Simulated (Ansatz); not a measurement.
# C2H5NSi: the cost of one run

All numbers below are computed with Ansatz 0.2.0 (RKS PBE-D4/6-31G*).

**1. Starting point**

Bond lengths: C1–Si2 1.897 Å, Si2–C3 1.724 Å, C3–N4 1.329 Å, C1–H5 1.088 Å, C1–H6 1.088 Å, C1–H7 1.087 Å, N4–H8 1.012 Å, N4–H9 1.011 Å. Angles: C1–Si2–C3 124.2°, Si2–C1–H5 110.9°, Si2–C1–H6 110.9°, Si2–C1–H7 110.6°, H5–C1–H6 108.0°, H5–C1–H7 108.0°, H6–C1–H7 108.2°, Si2–C3–N4 140.3°, C3–N4–H8 122.2°, C3–N4–H9 122.1°, H8–N4–H9 115.7°.

As a file:

```xyz
9

C    -0.3635    1.6264   -1.1997
Si   -0.7727    0.1968   -0.0226
C     0.4059   -0.8451    0.6828
N     0.4858   -1.9460    1.4227
H    -0.9786    1.5793   -2.0965
H    -0.5394    2.5874   -0.7204
H     0.6786    1.5849   -1.5045
H     0.4426   -2.8723    1.0172
H     0.6412   -1.9114    2.4210
```

**2. Relaxing end A**

File input.yaml:

```yaml
crystal:
  periodic: [false, false, false]
  atoms:
    - { symbol: C, position_ang: [-0.36349, 1.62639, -1.19974] }
    - { symbol: Si, position_ang: [-0.77274, 0.19684, -0.0226] }
    - { symbol: C, position_ang: [0.40594, -0.84506, 0.68278] }
    - { symbol: "N", position_ang: [0.48584, -1.94595, 1.4227] }
    - { symbol: H, position_ang: [-0.97858, 1.57929, -2.09652] }
    - { symbol: H, position_ang: [-0.53943, 2.58736, -0.72039] }
    - { symbol: H, position_ang: [0.67862, 1.58488, -1.50448] }
    - { symbol: H, position_ang: [0.44265, -2.87234, 1.01725] }
    - { symbol: H, position_ang: [0.64118, -1.91142, 2.42101] }
basis:
  gaussian: { orbitals: "6-31G*" }
hamiltonian:
  xc: pbe
  dispersion: d4
relax:
  f_tol: 0.015
  max_steps: 40
```

Command:

```sh
ansatz run input.yaml --threads 1 --pin off --max-ram 2048MiB --backend cpu --events-out ev --progress --plain --runs-dir out
```

Q: Estimate wall time and peak memory on 1 thread of Intel Xeon Platinum 8375C at 2.90GHz (Ice Lake), shared host.

About 22 s, with a peak of 0.15 GiB.
